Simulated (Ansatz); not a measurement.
**Cl3H2NSi: small, medium and large basis sets**

Aim: see how fast density functionals converge with the basis set for Cl3H2NSi.

Program: Ansatz 0.2.0, Gaussian basis. Level of theory: one geometry, several basis sets. These are calculated values, not measurements.

Plan: PBE0-D4/def2-SVP; ωB97M-V/def2-SVP; PBE0-D4/def2-QZVPP; ωB97M-V/def2-QZVPP; the functionals' def2-TZVPP values are taken from earlier runs.

### Step 1. The relaxed structure

The geometry comes from an earlier relaxation with PBE0-D4 in a triple-zeta def2 set; it is a stationary point, not always the lowest conformer.

7 atoms, charge 0, spin multiplicity 1.

Atoms are counted from 1 here; the program's logs count them from 0.

Bond lengths: N1–Si2 1.683 Å, N1–H6 1.007 Å, N1–H7 1.007 Å, Si2–Cl3 2.043 Å, Si2–Cl4 2.031 Å, Si2–Cl5 2.031 Å. Angles: Si2–N1–H6 120.8°, Si2–N1–H7 120.8°, H6–N1–H7 112.9°, N1–Si2–Cl3 115.4°, N1–Si2–Cl4 108.3°, N1–Si2–Cl5 108.3°, Cl3–Si2–Cl4 106.9°, Cl3–Si2–Cl5 106.9°, Cl4–Si2–Cl5 111.2°.

As a file:

```
N     0.0640    0.9080    0.6378
Si   -0.0369   -0.4229   -0.3877
Cl    0.3475   -2.2304    0.4829
Cl   -1.9267   -0.5145   -1.1271
Cl    1.3245   -0.1842   -1.8763
H     0.9582    1.2702    0.9256
H    -0.6692    1.1058    1.2988
```

### Step 2. PBE0-D4 in def2-SVP

File in.yaml:

```yaml
crystal:
  periodic: [false, false, false]
  atoms:
    - {symbol: N, position_ang: [0.063975, 0.907950, 0.637815]}
    - {symbol: Si, position_ang: [-0.036920, -0.422904, -0.387652]}
    - {symbol: Cl, position_ang: [0.347498, -2.230365, 0.482922]}
    - {symbol: Cl, position_ang: [-1.926714, -0.514458, -1.127058]}
    - {symbol: Cl, position_ang: [1.324484, -0.184171, -1.876285]}
    - {symbol: H, position_ang: [0.958160, 1.270223, 0.925615]}
    - {symbol: H, position_ang: [-0.669183, 1.105827, 1.298844]}
basis:
  gaussian: {orbitals: def2-SVP}
hamiltonian: {xc: pbe0, dispersion: d4}
output: {orbitals: {seedname: orbitals}}
```

Launch:

```bash
ansatz run in.yaml --threads 4 --pin off --events-out ev --progress --plain --max-ram 10444MiB
```

After this run come: ωB97M-V in def2-SVP; PBE0-D4 in def2-QZVPP; ωB97M-V in def2-QZVPP.

**Question.** What will the summary of the whole plan be? Wanted: PBE0-D4: double and triple zeta above quadruple; ωB97M-V: double and triple zeta above quadruple.

The runs gave:

```
                                       quantity           value
PBE0-D4: double and triple zeta above quadruple  19.30, 1.47 eV
ωB97M-V: double and triple zeta above quadruple  19.11, 1.39 eV
```

What this shows: PBE0-D4 gains 17.83 eV from double to triple zeta, then 1.47 eV more. These are total energies; as a rule much of such shifts cancels in differences, which this series doesn't test. The LUMO of ωB97M-V is positive and keeps falling with the basis (2.75 to 1.41 eV): an unbound level that the basis holds in place.
